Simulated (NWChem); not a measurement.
# BHOF2 (difluorohydroxyborane): B3LYP/6-31G(d) (Cartesian functions)

Aim: the vertical singlet–triplet gap of BHOF2 (difluorohydroxyborane) at B3LYP/6-31G* (Cartesian functions), from 2 runs. 

Program for the calculation: NWChem 7.3.0.

7 further runs of the same task are left out: 1 that didn't finish, 6 set aside as unsound or not needed. Runs told in other sessions of the task aren't counted.

## 1. The molecule

BHOF2 has 5 atoms, charge 0, and is taken as a singlet. SMILES: `OB(F)F`. The coordinates come from a PBE0-D4/def2-TZVP relaxation.

Bond lengths: O1–B2 1.345 Å, B2–F3 1.317 Å, B2–F4 1.327 Å, O1–H5 0.960 Å. Angles: O1–B2–F3 119.5°, O1–B2–F4 122.2°, F3–B2–F4 118.3°, B2–O1–H5 113.5°.

## 2. Energy and forces at B3LYP/6-31G(d) (Cartesian functions)

Input file test.nw:

```
START test
memory total 2200 mb

GEOMETRY noautosym nocenter noautoz
 O     0.038630    1.000750    0.174310
 B     0.105760   -0.342460    0.137210
 F     0.731030   -0.986880    1.100700
 F    -0.439530   -1.051930   -0.843330
 H    -0.435890    1.380520   -0.568880
END

BASIS
 * library 6-31G*
END

DFT
 xc b3lyp
 grid xfine
 convergence energy 1e-08
 iterations 100
 mulliken
 print low
END

TASK dft gradient
```

Started as:

```
$ nwchem test.nw > test.out
```

Output (excerpt; [...] marks lines left out):

```text
[...]
 d= 0,ls=0.0,diis     1   -300.4319982065 -4.13D+02  1.78D-02  9.32D-01     1.5
[...]
 d= 0,ls=0.0,diis     8   -300.5283106869  1.54D-09  3.22D-06  1.93D-07    10.3
         Total DFT energy =     -300.528310686880
      One electron energy =     -640.427448458693
           Coulomb energy =      261.277393552428
    Exchange-Corr. energy =      -34.103862662891
 Nuclear repulsion energy =      112.725606882276
[...]
      Total Density - Mulliken Population Analysis
     ---------------------------------------------
    Atom       Charge   Shell Charges
 -----------   ------   -------------------------------------------------------
    1 O    8     8.54   1.99  0.90  2.97  0.88  1.77  0.03
    2 B    5     4.42   1.99  0.50  1.37  0.08  0.32  0.17
    3 F    9     9.22   1.99  0.96  3.34  0.87  1.98  0.08
    4 F    9     9.24   1.99  0.96  3.34  0.88  2.00  0.07
    5 H    1     0.58   0.47  0.11
[...]
                         DFT ENERGY GRADIENTS
    atom               coordinates                        gradient
                 x          y          z           x          y          z
   1 O       0.073000   1.891143   0.329398   -0.003514  -0.004129  -0.006272
   2 B       0.199857  -0.647156   0.259289    0.000284   0.000470   0.000525
   3 F       1.381446  -1.864933   2.080021   -0.003194   0.002805  -0.004976
   4 F      -0.830591  -1.987859  -1.593663    0.002816   0.002758   0.004962
   5 H      -0.823713   2.608805  -1.075027    0.003608  -0.001904   0.005761
 Task  times  cpu:       13.2s     wall:       13.2s
 Total times  cpu:       13.3s     wall:       13.3s
```

It took 14 s on 1 thread of Intel Xeon at 2.60GHz (Ice Lake), shared host; peak memory 0.12 GiB.

## 3. The triplet: a single-point energy at UB3LYP/6-31G(d) (Cartesian functions)

Input file bf2ho.nw:

```
start bf2ho
title "BF2HO"
memory total 2200 mb
charge 0

geometry units angstrom noautosym nocenter noautoz
  O     0.038630    1.000750    0.174310
  B     0.105760   -0.342460    0.137210
  F     0.731030   -0.986880    1.100700
  F    -0.439530   -1.051930   -0.843330
  H    -0.435890    1.380520   -0.568880
end

basis cartesian
  * library 6-31G*
end

dft
  xc b3lyp
  mult 3
  grid xfine
  convergence energy 1e-08
  maxiter 100
  mulliken
  print medium
end

task dft energy
```

Started as:

```
$ nwchem bf2ho.nw > bf2ho.out
```

Output (excerpt; [...] marks lines left out):

```text
[...]
          Wavefunction type:  spin polarized.
          No. of atoms     :     5
          No. of electrons :    32
[...]
          Charge           :     0
          Spin multiplicity:     3
[...]
          AO basis - number of functions:    62
[...]
              XC Information
              --------------
                         B3LYP Method XC Potential
                     Hartree-Fock (Exact) Exchange  0.200
                        Slater Exchange Functional  0.800 local
                    Becke 1988 Exchange Functional  0.720 non-local
              Lee-Yang-Parr Correlation Functional  0.810
                  VWN I RPA Correlation Functional  0.190 local
[...]
 d= 0,ls=0.0,diis     1   -300.0600521509 -4.13D+02  3.03D-02  2.66D-01     2.0
[...]
 d= 0,ls=0.5,diis    32   -300.1763275091 -7.31D-09  6.22D-06  7.49D-09    63.7
[...]
         Total DFT energy =     -300.176327514987
      One electron energy =     -638.021028875197
           Coulomb energy =      259.112826830616
    Exchange-Corr. energy =      -33.993732352683
 Nuclear repulsion energy =      112.725606882276
[...]
      Total Density - Mulliken Population Analysis
     ---------------------------------------------
    Atom       Charge   Shell Charges
 -----------   ------   -------------------------------------------------------
    1 O    8     7.83   1.99  0.99  2.82  0.66  1.33  0.04
    2 B    5     4.65   1.99  0.50  1.35  0.36  0.27  0.18
    3 F    9     9.14   1.99  0.97  3.32  0.85  1.93  0.08
    4 F    9     9.14   1.99  0.97  3.32  0.86  1.93  0.08
    5 H    1     1.23   0.44  0.79
[...]
      <S2> =      2.0024 (Exact =     2.0000)
[...]
```

It took 66 s on 1 thread of Intel Xeon at 2.60GHz (Ice Lake), shared host; peak memory 0.12 GiB.

## 4. Outcome

Level: B3LYP/6-31G* (Cartesian functions).

| quantity | value |
| --- | --- |
| singlet: total energy | -300.52831 Eh |
| singlet: largest force on an atom | 0.426 eV/Å |
| triplet: total energy | -300.17633 Eh |
| triplet: dipole moment | 1.44 D |
| triplet: HOMO energy (highest over α and β) | -1.08 eV |
| triplet: ⟨S²⟩ | 2.002 |
| vertical energy of the triplet above the singlet | 9.578 eV |

In words: At this shape the triplet lies 9.58 eV (924 kJ/mol) above the singlet. The largest force (singlet) is 0.43 eV/Å: the shape isn't a stationary point for this species at this level. Mulliken charges (singlet) run from -0.54 on O1 to +0.58 on B2; they depend strongly on the basis. Mulliken charges (triplet) run from -0.23 on H5 to +0.35 on B2; they depend strongly on the basis.
